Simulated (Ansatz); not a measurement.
# GaHPS: the cost of one run

Method: cc-pVDZ, all electrons in the functionals, frozen cores in the correlation of double hybrids and RPA; program: Ansatz 0.2.0, Gaussian basis.

To be run: wB97M-V, B2PLYP, RPA-PBE, at charge 0, doublet; charge 0, quartet; charge 1, singlet; charge 1, triplet; displaced geometry v1; displaced geometry v2.

27 further runs of the same task are left out: 6 for a known fault of the program, 9 that didn't finish, 12 set aside as unsound or not needed.

## (1) The system

The geometry is a PBE0/def2-TZVP stationary point (not a proven minimum). No spin-orbit coupling is included. The filled d shell of Ga may be among the frozen orbitals whatever the setting's name suggests; the logs give the count.

4 atoms, charge 0, spin multiplicity 2.

Atoms are counted from 1 here; the program's logs count them from 0.

Bond lengths: Ga1–P2 2.458 Å, P2–S3 2.082 Å, S3–H4 1.347 Å. Angles: Ga1–P2–S3 86.7°, P2–S3–H4 99.6°.

No dispersion term is added; wB97M-V holds VV10 nonlocal correlation.

The geometry shown and the zero of energy belong to the point charge 0, doublet. The yardstick, UCCSDT(Q), and other wave-function levels (R restricted, U unrestricted, valence and pair active spaces) come from earlier runs.

## (2) wB97M-V, charge 0, doublet

Input file in.yaml:

```yaml
crystal:
  periodic: [false, false, false]
  atoms:
    - {symbol: Ga, position_ang: [0.000000, -0.181071, 1.254308]}
    - {symbol: P, position_ang: [0.000000, 1.130788, -0.824606]}
    - {symbol: S, position_ang: [0.000000, -0.690919, -1.833298]}
    - {symbol: H, position_ang: [0.000000, -0.243652, -3.103616]}
basis:
  gaussian: {orbitals: cc-pVDZ}
magnetization: {spin_polarized: true, initial_magnetization: 1}
hamiltonian: {xc: {name: wB97M-V}}
output: {orbitals: {seedname: orbitals}}
```

The run is started by

```console
$ ansatz run in.yaml --threads 1 --pin off --events-out ev --progress --plain --max-ram 2393MiB
```

**Question.** How long does this run take on 1 thread of Arm Neoverse V1, shared host, and how much memory does it need?

About 32 s, with a peak of 0.35 GiB.
